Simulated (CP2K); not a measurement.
# Ge2H4 (SMILES [GeH][GeH3]), run twice

Aim: energy and forces of Ge2H4 at AM1.

The calculation is run with CP2K 2026.2.

4 further runs of the same task are left out: 4 set aside as unsound or not needed.

**1. The system as given**

Ge2H4 has 6 atoms, charge 0, and is taken as a triplet. SMILES: `[GeH][GeH3]`. The shape comes from GFN2-xTB, which is rough for such elements, and wasn't checked as a minimum.

Bond lengths: Ge1–Ge2 2.414 Å, Ge1–H3 1.594 Å, Ge2–H4 1.528 Å, Ge2–H5 1.513 Å, Ge2–H6 1.528 Å. Angles: Ge1–Ge2–H4 116.6°, Ge1–Ge2–H5 109.2°, Ge1–Ge2–H6 116.5°, Ge2–Ge1–H3 107.0°, H4–Ge2–H5 105.0°, H4–Ge2–H6 103.3°, H5–Ge2–H6 105.0°.

**2. First attempt**

Contents of job.inp:

```
&FORCE_EVAL
 METHOD Quickstep
 &DFT
  MULTIPLICITY 3
  UKS T
  &QS
   METHOD AM1
   EPS_DEFAULT 1.0E-10
   &SE
    &COULOMB
     CUTOFF [angstrom] 50
     RC_RANGE [angstrom] 0
    &END
    &EXCHANGE
     CUTOFF [angstrom] 50
     RC_RANGE [angstrom] 0
    &END
   &END
  &END
  &POISSON
   PERIODIC NONE
   POISSON_SOLVER ANALYTIC
  &END
  &SCF
   SCF_GUESS ATOMIC
   EPS_SCF 1.0E-06
   MAX_SCF 80
   ADDED_MOS 4
   &DIAGONALIZATION
    ALGORITHM STANDARD
   &END
   &MIXING
    METHOD DIRECT_P_MIXING
    ALPHA 0.4
   &END
  &END
  &PRINT
   &MOMENTS
    PERIODIC F
    REFERENCE COM
    MAX_MOMENT 1
   &END
   &MO ON
    ENERGIES T
    OCCUPATION_NUMBERS T
    NDIGITS 6
    &EACH
     QS_SCF 0
    &END
    ADD_LAST NUMERIC
   &END
   &HIRSHFELD OFF
   &END
  &END
 &END
 &SUBSYS
  &CELL
   ABC 12.7 14 12.3
   PERIODIC NONE
  &END
  &COORD
   Ge     1.375840    -1.198970     0.347770
   Ge    -0.199580     0.534190    -0.238280
   H      0.555020    -2.337410     1.104190
   H     -1.334120     0.137650    -1.182620
   H      0.531210     1.650890    -0.951390
   H     -0.928380     1.213660     0.920330
  &END
  &TOPOLOGY
   &CENTER_COORDINATES
   &END
  &END
 &END
 &PRINT
  &FORCES ON
  &END
 &END
&END
&GLOBAL
 PROJECT_NAME job
 RUN_TYPE SINGLE_POINT
 PRINT_LEVEL MEDIUM
&END
```

Command:

```sh
$ OMP_NUM_THREADS=1 cp2k.psmp -i job.inp > job.out 2>&1
```

The program printed:

```text
*******************************************************************************
 *   ___                                                                       *
 *  /   \                                                                      *
 * [ABORT]                                                                     *
 *  \___/               invalid value for enumeration:SINGLE_POINT             *
 *    |                                                                        *
 *  O/|                                                                        *
 * /| |                                                                        *
 * / \                                     input/input_enumeration_types.F:215 *
 *******************************************************************************

 ===== Routine Calling Stack =====

            4 val_create_parsing
            3 section_vals_parse
            2 section_vals_parse
            1 read_input
--------------------------------------------------------------------------
```

Wall time 1.2 s (1 thread of AMD EPYC 7R43 (Zen 3), shared host); peak memory 0.16 GiB.

**3. What went wrong**

The input was rejected.

The log says `\___/               invalid value for enumeration:SINGLE_POINT`. What is wrong: unknown run type.

**4. The mended input**

Contents of gas.inp:

```
&global
 project_name gas
 run_type ENERGY_FORCE
 print_level MEDIUM
&end

&force_eval
 method Quickstep
 &dft
  charge 0
  multiplicity 3
  spin_polarized T
  &qs
   method AM1
   eps_default 1.0E-10
   &se
    &coulomb
     cutoff [angstrom] 50
     rc_range [angstrom] 0
    &end
    &exchange
     cutoff [angstrom] 50
     rc_range [angstrom] 0
    &end
   &end
  &end
  &poisson
   periodic NONE
   poisson_solver ANALYTIC
  &end
  &scf
   scf_guess ATOMIC
   eps_scf 1.0E-06
   max_scf 80
   added_mos 4
   &diagonalization
    algorithm STANDARD
   &end
   &mixing
    method DIRECT_P_MIXING
    alpha 0.4
   &end
  &end
  ! extra output
  &print
   &moments
    periodic F
    reference COM
    max_moment 1
   &end
   &mo ON
    energies T
    occupation_numbers T
    ndigits 6
    &each
     qs_scf 0
    &end
    add_last NUMERIC
   &end
   &hirshfeld OFF
   &end
  &end
 &end
 ! structure
 &subsys
  &cell
   abc [angstrom] 12.7 14 12.3
   periodic NONE
  &end
  &coord
   Ge     1.375840    -1.198970     0.347770
   Ge    -0.199580     0.534190    -0.238280
   H      0.555020    -2.337410     1.104190
   H     -1.334120     0.137650    -1.182620
   H      0.531210     1.650890    -0.951390
   H     -0.928380     1.213660     0.920330
  &end
  &topology
   &center_coordinates
   &end
  &end
 &end
 &print
  &forces ON
  &end
 &end
&end
```

Command:

```sh
$ OMP_NUM_THREADS=1 cp2k.psmp -i gas.inp > gas.out 2>&1
```

The program printed:

```text
CP2K| version string:                                       CP2K version 2026.2
[...]
 GLOBAL| Method name                                                        CP2K
[...]
 GLOBAL| Run type                                                   ENERGY_FORCE
[...]
                             - Atoms:                                          6
[...]
                             - Spherical basis functions:                     12
[...]
 Number of electrons:                                                          7
[...]
     1 P_Mix/Diag. 0.40E+00    0.0     0.44977610        -6.1601395177 -6.16E+00
[...]
    27 DIIS/Diag.  0.27E-06    0.0     0.00000091        -7.9934677914 -7.49E-12
  *** SCF run converged in    27 steps ***
  Core-core repulsion energy [eV]:                            296.49162838887264
  Core Hamiltonian energy [eV]:                              -313.53046499744289
  Two-electron integral energy [eV]:                         -400.94896761867795
  Electronic energy [eV]:                                    -514.00494880678195
  Total energy [eV]:                                         -217.51332041790923
  Atomic reference energy [eV]:                               219.80226956414589
  Heat of formation [kcal/mol]:                                52.78442545367498
[...]
 SE_DIPOLE| Moment [Debye]         -0.09519954       0.01855275       0.00833725
 SE_DIPOLE| Derivative [a.u.]       0.00000000       0.00000000       0.00000000
 ENERGY| Total FORCE_EVAL ( QS ) energy [hartree]             -7.993467791442729
 FORCES| Atomic forces [hartree/bohr]
 FORCES|   Atom     x               y               z               |f|
 FORCES|      1 -1.95430632E-02 -4.53190949E-04  4.12788218E-03   1.99793922E-02
 FORCES|      2  7.89517929E-03 -7.95626499E-03  2.45238004E-03   1.14738911E-02
 FORCES|      3  9.95571126E-03  5.20744686E-03 -4.70117374E-03   1.21792744E-02
 FORCES|      4 -3.23717069E-03 -4.46271365E-03 -3.75604131E-03   6.67105191E-03
 FORCES|      5  6.23331514E-03  6.81589822E-03 -4.68352850E-03   1.03559705E-02
 FORCES|      6 -1.30397182E-03  8.48824515E-04  6.56048133E-03   6.74245955E-03
 FORCES| Sum     2.77555756E-17 -1.24900090E-16  8.32667268E-17
 FORCES| Total atomic force                                       1.52655666E-16
[...]
```

Wall time 1.4 s (1 thread of AMD EPYC 7R43 (Zen 3), shared host); peak memory 0.18 GiB.

**5. Results**

At AM1:

```
                                 quantity          value
                             total energy    -7.99347 Eh
                            dipole moment         0.10 D
       HOMO energy (highest over α and β)       -8.89 eV
        LUMO energy (lowest over α and β)       -1.68 eV
heat of formation at this unrelaxed shape  52.8 kcal/mol
                 largest force on an atom     1.027 eV/Å
```

In words: The largest force is 1.03 eV/Å: the shape isn't a stationary point for this species at this level.
